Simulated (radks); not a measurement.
# Rh⁴⁺ in [Kr] 4d5: an all-electron calculation

One table from this session's results is given with a row withheld; the runs are named, their logs left out.

The numbers are computed with radks (a radial shooting solver on a logarithmic mesh, Libxc functionals) version 1 (Dirac Kohn-Sham, PBE, spin-unpolarised, spherical densities, finite nucleus; open shells fill j = l - 1/2 first), except any that are marked as measured or tabulated.

### What is computed

| Item | Value |
| --- | --- |
| element | rhodium (Z = 45) |
| charge | +4 |
| electrons | 41 |
| configuration | [Kr] 4d5 |
| nuclear rms radius | 4.4945 fm |

The first run:

Input:

```text
Z 45
configuration [Kr] 4d5
relativity Dirac
functional pbe,pbe
spin unpolarised
j_filling energy
nucleus finite rms 4.4945 fm
c 137.035999084
```

One table of the session follows, with a row left open; its other results are not shown here.

It belongs to the step «Radial structure». Sizes of the orbitals, from the radial functions (bohr):

```
level      <r>  outermost maximum (interpolated)  90 % within  nodes
1s1/2  0.03263                            0.0212       0.0585      0
2s1/2   0.1416                             0.120        0.219      1
2p1/2   0.1203                            0.0929        0.197      0
2p3/2   0.1252                            0.0970        0.204      0
3s1/2   0.3903                             0.352        0.576      2
3p1/2   0.3829                             0.338        0.578      1
3p3/2   0.3936                             0.348        0.593      1
3d3/2   0.3681                             0.290        0.585      0
3d5/2   0.3716                             0.292        0.590      0
4s1/2   0.9666                             0.878         1.40      3
4p1/2    1.034                             0.921         1.52      2
4p3/2    1.061                             0.944         1.56      2
4d3/2    1.302                              1.09         1.99      1
4d5/2        ?                                 ?            ?      ?
```

Estimate the missing values for 4d5/2.

The run gave: <r>: 1.312; outermost maximum (interpolated): 1.09; 90 % within: 2.01; nodes: 1. In the column «<r>» it is the highest.

Limits of these values: Spin polarisation and multiplet splitting are left out.
